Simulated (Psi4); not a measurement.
# SnF2 (SMILES [F][Sn][F]): a chain of runs

We compute a series of 10 runs (PBE-D4/def2-SVP, PBE0-D4/def2-TZVP, PBE-D4/def2-TZVPP, r2SCAN-D4/def2-TZVPP, B3LYP-D4/def2-TZVPP, PBE0-D4/def2-TZVPP, wB97M-V/def2-TZVPP, CCSD(T)/def2-TZVPP, and more) of SnF2. 

Program for the calculation: Psi4 1.11.

## Step 1: The molecule

SnF2 has 3 atoms, charge 0, and is taken as a singlet. SMILES: `[F][Sn][F]`. The shape comes from GFN2-xTB, rattled, which is rough for such elements, and wasn't checked as a minimum. The run starts from this shape.

Bond lengths: F1–Sn2 2.104 Å, Sn2–F3 2.104 Å. Angles: F1–Sn2–F3 104.3°.

## Step 2: A structure relaxation at PBE-D4/def2-SVP (density fitting, core potential) (run 1)

calc.dat

```
memory 3300 mb

molecule system {
  0 1
  F     -1.524261     0.426970    -0.714876
  Sn     0.331876     0.727004     0.228505
  F      1.098944    -1.213430     0.498575
  units angstrom
  symmetry c1
}

set basis def2-SVP
set scf_type df
set geom_maxiter 60
set max_force_g_convergence 0.0005

energy_value, wavefunction = opt('pbe-d4', return_wfn=True)
```

Command:

```sh
$ psi4 -n 2 calc.dat calc.out
```

calc.out:

```text
[...]
    !!!  WARNING: ECP capability is in beta. Please check occupations closely.  !!!
[...]
  Running in c1 symmetry.
[...]
  Nuclear repulsion =  112.505708123222291
[...]
  Multiplicity = 1
[...]
  Nalpha       = 20
  Nbeta        = 20
[...]
    Number of basis functions: 54
[...]
   @DF-RKS iter   1:  -413.52457039890891   -1.50069e+00   1.27898e-02 ADIIS/DIIS
[...]
    !!!  WARNING: ECP capability is in beta. Please check occupations closely.  !!!
[...]
   @DF-RKS iter   8:  -413.71592076611012   -1.13687e-12   3.25328e-09 DIIS
[...]
  @DF-RKS Final Energy:  -413.71592076611012
   => Energetics <=
    Nuclear Repulsion Energy =            120.6746977611220757
    One-Electron Energy =                -896.7290521083688191
    Two-Electron Energy =                 401.1714043469134481
    DFT Exchange-Correlation Energy =     -38.8313880048084741
    Empirical Dispersion Energy =          -0.0015827609682774
    VV10 Nonlocal Energy =                  0.0000000000000000
    Total Energy =                       -413.7159207661101163
[...]
 Multipole Moments:
 ------------------------------------------------------------------------------------
     Multipole            Electronic (a.u.)      Nuclear  (a.u.)        Total (a.u.)
 ------------------------------------------------------------------------------------
 L = 1.  Multiply by 2.5417464519 to convert [e a0] to [Debye]
 Dipole X            :         10.9316516          -10.2816741            0.6499776
 Dipole Y            :         19.2280953          -18.0847969            1.1432983
 Dipole Z            :          0.0000000           -0.0000000            0.0000000
 Magnitude           :                                                    1.3151433
[...]
  -Total Gradient:
     Atom            X                  Y                   Z
    ------   -----------------  -----------------  -----------------
       1       -0.000403128002     0.000007665144     0.000000000000
       2        0.000301556424     0.000539330854     0.000000000000
       3        0.000214670611    -0.000347952173    -0.000000000000
[...]
    Final optimized geometry and variables:
    Molecular point group: c1
    Full point group: Cs
    Geometry (in Angstrom), charge = 0, multiplicity = 1:
    F           -1.774167974852    -0.139589535298    -0.000000000000
    SN           0.156343134024     0.274997419563     0.000000000000
    F            0.787459470002    -1.595966646224    -0.000000000000
    Psi4 run time: 0:00:27.31
[...]
```

On the terminal:

```text
Optimizer: Optimization complete!
```

It took 30 s on 2 threads of Intel Xeon at 2.50GHz (Skylake/Cascade Lake), shared host; peak memory 0.34 GiB.

The path in brief:

| step | energy from the first frame kept (eV) | largest force (eV/Å) |
| --- | --- | --- |
| 0 | 0.0000 | 2.2033 |
| 1 | -0.2869 | 0.7979 |
| 2 | -0.3076 | 0.1250 |
| 3 | -0.3130 | 0.0788 |
| 4 | -0.3132 | 0.0318 |

After the run. Bond lengths: F1–Sn2 1.975 Å, Sn2–F3 1.975 Å. Angles: F1–Sn2–F3 96.5°.

## Step 3: A structure relaxation at PBE0-D4/def2-TZVP (density fitting, core potential) (run 2)

job.in

```
memory 3300 MB

molecule molecule1 {
  0 1
  F     -1.383511     0.318029    -0.650981
  Sn     0.334374     0.732058     0.230045
  F      0.942426    -1.136389     0.424963
  symmetry c1
}

set basis def2-TZVP
set scf_type df
set geom_maxiter 50
set max_force_g_convergence 0.0002

result, w = optimize("pbe0-d4", return_wfn=True)
```

Command:

```sh
$ psi4 -i job.in -o job.out -n 2
```

job.out:

```text
[...]
    !!!  WARNING: ECP capability is in beta. Please check occupations closely.  !!!
[...]
  Running in c1 symmetry.
[...]
  Nuclear repulsion =  120.674695132046992
[...]
  Multiplicity = 1
[...]
  Nalpha       = 20
  Nbeta        = 20
[...]
    Number of basis functions: 112
[...]
 WARNING: Atomic UHF is not converging! Try casting from a smaller basis or call Rob at CCMST.
   -------------------------
[...]
   @DF-RKS iter   1:  -413.75350879409427   -1.53838e+00   7.41125e-03 DIIS/ADIIS
[...]
    !!!  WARNING: ECP capability is in beta. Please check occupations closely.  !!!
[...]
   @DF-RKS iter   6:  -413.98540560154487   -7.95808e-13   2.21219e-09 DIIS
[...]
  @DF-RKS Final Energy:  -413.98540560154487
   => Energetics <=
    Nuclear Repulsion Energy =            123.3719884326387728
    One-Electron Energy =                -902.4056791982002323
    Two-Electron Energy =                 394.6140552758974422
    DFT Exchange-Correlation Energy =     -29.5644459236812907
    Empirical Dispersion Energy =          -0.0013241881996077
    VV10 Nonlocal Energy =                  0.0000000000000000
    Total Energy =                       -413.9854056015448691
[...]
 Multipole Moments:
 ------------------------------------------------------------------------------------
     Multipole            Electronic (a.u.)      Nuclear  (a.u.)        Total (a.u.)
 ------------------------------------------------------------------------------------
 L = 1.  Multiply by 2.5417464519 to convert [e a0] to [Debye]
 Dipole X            :         10.8415014          -10.1179680            0.7235334
 Dipole Y            :         19.0692273          -17.7965971            1.2726301
 Dipole Z            :          0.0000000            0.0000000            0.0000000
 Magnitude           :                                                    1.4639290
[...]
  -Total Gradient:
     Atom            X                  Y                   Z
    ------   -----------------  -----------------  -----------------
       1       -0.000004855134     0.000007177335    -0.000000000000
       2       -0.000000569063    -0.000000967323    -0.000000000000
       3        0.000008659990    -0.000000518379    -0.000000000000
[...]
    Final optimized geometry and variables:
    Molecular point group: c1
    Full point group: Cs
    Geometry (in Angstrom), charge = 0, multiplicity = 1:
    F           -1.733441282705    -0.144451695872    -0.000000000000
    SN           0.153853819565     0.270615053131    -0.000000000000
    F            0.762443271081    -1.563446614669     0.000000000000
    Psi4 run time: 0:00:42.21
[...]
```

Standard output:

```text
Optimizer: Optimization complete!
```

It took 45 s on 2 threads of Intel Xeon at 2.50GHz (Skylake/Cascade Lake), shared host; peak memory 0.53 GiB.

Step by step:

| step | energy from the first frame kept (eV) | largest force (eV/Å) |
| --- | --- | --- |
| 0 | 0.0000 | 1.1189 |
| 1 | -0.0346 | 0.3717 |
| 2 | -0.0373 | 0.0274 |
| 3 | -0.0374 | 0.0092 |
| 4 | -0.0374 | 0.0004 |

After the run. Bond lengths: F1–Sn2 1.932 Å, Sn2–F3 1.932 Å. Angles: F1–Sn2–F3 96.0°.

Runs 3 to 4 aren't shown in full; the table further down has their settings and results.

## Step 4: The energy at r2SCAN-D4/def2-TZVPP (density fitting, core potential) (run 5)

job.dat

```
memory 3.3 GB

molecule {
  0 1
  F     -1.346955     0.313173    -0.633026
  Sn     0.332248     0.727682     0.228730
  F      0.919288    -1.103913     0.415305
  symmetry c1
}

set {
  basis                def2-TZVPP
  scf_type             df
  dft_radial_points    99
  dft_spherical_points 590
}

result = energy("r2scan-d4")
```

Command:

```sh
$ psi4 -n 2 job.dat job.out
```

job.out:

```text
[...]
    !!!  WARNING: ECP capability is in beta. Please check occupations closely.  !!!
[...]
  Running in c1 symmetry.
[...]
  Nuclear repulsion =  123.371959805924860
[...]
  Multiplicity = 1
[...]
  Nalpha       = 20
  Nbeta        = 20
[...]
    Number of basis functions: 112
[...]
 WARNING: Atomic UHF is not converging! Try casting from a smaller basis or call Rob at CCMST.
   -------------------------
[...]
   @DF-RKS iter   1:  -413.91167874373855   -1.31619e+00   7.89066e-03 DIIS/ADIIS
[...]
   @DF-RKS iter  10:  -414.17148538545666   -7.84405e-09   1.30055e-07 DIIS
[...]
    Orbital Energies [Eh]
    ---------------------
    Doubly Occupied:
       1A    -24.438432     2A    -24.438429     3A     -5.074276
       4A     -3.420176     5A     -3.411310     6A     -3.408920
       7A     -1.101404     8A     -1.095540     9A     -1.003744
      10A     -1.001633    11A     -0.996424    12A     -0.994081
      13A     -0.970198    14A     -0.468676    15A     -0.376389
      16A     -0.355804    17A     -0.353825    18A     -0.339937
      19A     -0.330621    20A     -0.286691
[...]
  @DF-RKS Final Energy:  -414.17148538545666
   => Energetics <=
    Nuclear Repulsion Energy =            123.3719598059248597
    One-Electron Energy =                -902.4844567400668893
    Two-Electron Energy =                 404.0164591813928610
    DFT Exchange-Correlation Energy =     -39.0751202018900017
    Empirical Dispersion Energy =          -0.0003274308175723
    VV10 Nonlocal Energy =                  0.0000000000000000
    Total Energy =                       -414.1714853854566627
[...]
 Multipole Moments:
 ------------------------------------------------------------------------------------
     Multipole            Electronic (a.u.)      Nuclear  (a.u.)        Total (a.u.)
 ------------------------------------------------------------------------------------
 L = 1.  Multiply by 2.5417464519 to convert [e a0] to [Debye]
 Dipole X            :         10.8086942          -10.1179661            0.6907280
 Dipole Y            :         19.0114993          -17.7966084            1.2148910
 Dipole Z            :         -0.0000131            0.0000000           -0.0000131
 Magnitude           :                                                    1.3975211
[...]
```

Wall time 31 s (2 threads of Intel Xeon at 2.50GHz (Skylake/Cascade Lake), shared host); peak memory 1.3 GiB.

Runs 6 to 9 aren't shown in full; the table further down has their settings and results.

## Step 5: The energy at MP2/def2-QZVPP (density fitting, core potential, density fitting for correlation) (run 10)

job.inp

```
memory 3.3 GB

molecule geom {
  0 1
  F
  Sn 1 r2
  F 2 r3 1 a3

  r2 = 1.932398
  r3 = 1.932399
  a3 = 95.95375
  symmetry c1
}

set {
  basis           def2-QZVPP
  reference       rhf
  scf_type        df
  num_frozen_docc 6
}

e, wfn = energy("mp2", return_wfn=True)
```

Command:

```sh
$ psi4 job.inp job.out -n 2
```

job.out:

```text
[...]
    !!!  WARNING: ECP capability is in beta. Please check occupations closely.  !!!
[...]
  Running in c1 symmetry.
[...]
  Nuclear repulsion =  123.371979477315108
[...]
  Multiplicity = 1
[...]
  Nalpha       = 20
  Nbeta        = 20
[...]
    Number of basis functions: 196
[...]
   @DF-RHF iter   1:  -412.25399829342297   -2.15112e+00   3.57039e-03 DIIS/ADIIS
[...]
   @DF-RHF iter  12:  -412.41958189928732   -8.81073e-12   3.67868e-09 DIIS
[...]
    Orbital Energies [Eh]
    ---------------------
    Doubly Occupied:
       1A    -26.234926     2A    -26.234921     3A     -5.907524
       4A     -4.100441     5A     -4.093622     6A     -4.091119
       7A     -1.527107     8A     -1.523683     9A     -1.365291
      10A     -1.361923    11A     -1.360508    12A     -1.355090
      13A     -1.338947    14A     -0.694179    15A     -0.616994
      16A     -0.609499    17A     -0.604197    18A     -0.590439
      19A     -0.583377    20A     -0.415983
[...]
  @DF-RHF Final Energy:  -412.41958189928732
   => Energetics <=
    Nuclear Repulsion Energy =            123.3719794773151079
    One-Electron Energy =                -902.3635856418386538
    Two-Electron Energy =                 366.5720242652362231
    Total Energy =                       -412.4195818992873228
[...]
 Multipole Moments:
 ------------------------------------------------------------------------------------
     Multipole            Electronic (a.u.)      Nuclear  (a.u.)        Total (a.u.)
 ------------------------------------------------------------------------------------
 L = 1.  Multiply by 2.5417464519 to convert [e a0] to [Debye]
 Dipole X            :        -16.3479192           15.2079464           -1.1399728
 Dipole Y            :        -14.7316737           13.7044069           -1.0272668
 Dipole Z            :         -0.0000007            0.0000000           -0.0000007
 Magnitude           :                                                    1.5345407
[...]
```

Wall time 12 s (2 threads of Intel Xeon at 2.50GHz (Skylake/Cascade Lake), shared host); peak memory 0.44 GiB.

## Step 6: Overview of the runs

| run | level | geom maxiter | max force g convergence | energy (Eh) | dipole moment (D) | HOMO energy (eV) | LUMO energy (eV) | wall time |
| --- | --- | --- | --- | --- | --- | --- | --- | --- |
| 1 | PBE-D4/def2-SVP (density fitting, core potential) | 60 | 0.0005 | -413.715921 | 3.34 | -7.20 | -3.34 | 30 s |
| 2 | PBE0-D4/def2-TZVP (density fitting, core potential) | 50 | 0.0002 | -413.985406 | 3.72 | -8.72 | -2.77 | 45 s |
| 3 | PBE0-D4/def2-TZVP (density fitting, core potential) | – | – | -413.985406 | 3.72 | – | – | 2.2 min |
| 4 | PBE-D4/def2-TZVPP (density fitting, core potential) | – | – | -413.989421 | 3.49 | -7.46 | -3.44 | 17 s |
| 5 | r2SCAN-D4/def2-TZVPP (density fitting, core potential) | – | – | -414.171485 | 3.55 | -7.80 | -3.38 | 31 s |
| 6 | B3LYP-D4/def2-TZVPP (density fitting, core potential) | – | – | -414.250672 | 3.78 | -8.58 | -3.05 | 13 s |
| 7 | PBE0-D4/def2-TZVPP (density fitting, core potential) | – | – | -413.985425 | 3.72 | -8.72 | -2.77 | 16 s |
| 8 | wB97M-V/def2-TZVPP (density fitting, core potential) | – | – | -414.079051 | 3.74 | -10.97 | -1.03 | 27 s |
| 9 | CCSD(T)/def2-TZVPP (density fitting, core potential, density fitting for correlation) | – | – | -413.227183 | – | -11.32 | -0.18 | 77 s |
| 10 | MP2/def2-QZVPP (density fitting, core potential, density fitting for correlation) | – | – | -413.491215 | – | -11.32 | -0.24 | 12 s |

## Step 7: Results

| quantity | value |
| --- | --- |
| run 10, MP2/def2-QZVPP: total energy | -413.49121 Eh |
| run 10, MP2/def2-QZVPP: HOMO energy (Hartree–Fock orbitals) | -11.32 eV |
| run 10, MP2/def2-QZVPP: LUMO energy (Hartree–Fock orbitals) | -0.24 eV |
| run 10, MP2/def2-QZVPP: HOMO–LUMO gap (Hartree–Fock orbitals) | 11.08 eV |
| run 10, MP2/def2-QZVPP: correlation energy (6 core orbitals frozen) | -1071.6 mEh |

Over runs 3, 4, 5, 6, 7, 8 the dipole moment (its size) runs from 3.49 D (PBE-D4/def2-TZVPP) to 3.78 D (B3LYP-D4/def2-TZVPP). Over runs 4, 5, 6, 7, 8 the HOMO–LUMO gap runs from 4.02 eV (PBE-D4/def2-TZVPP) to 9.94 eV (wB97M-V/def2-TZVPP). Totals of different functionals can't be ranked against each other. All runs together took 6.6 min, the longest 2.2 min.
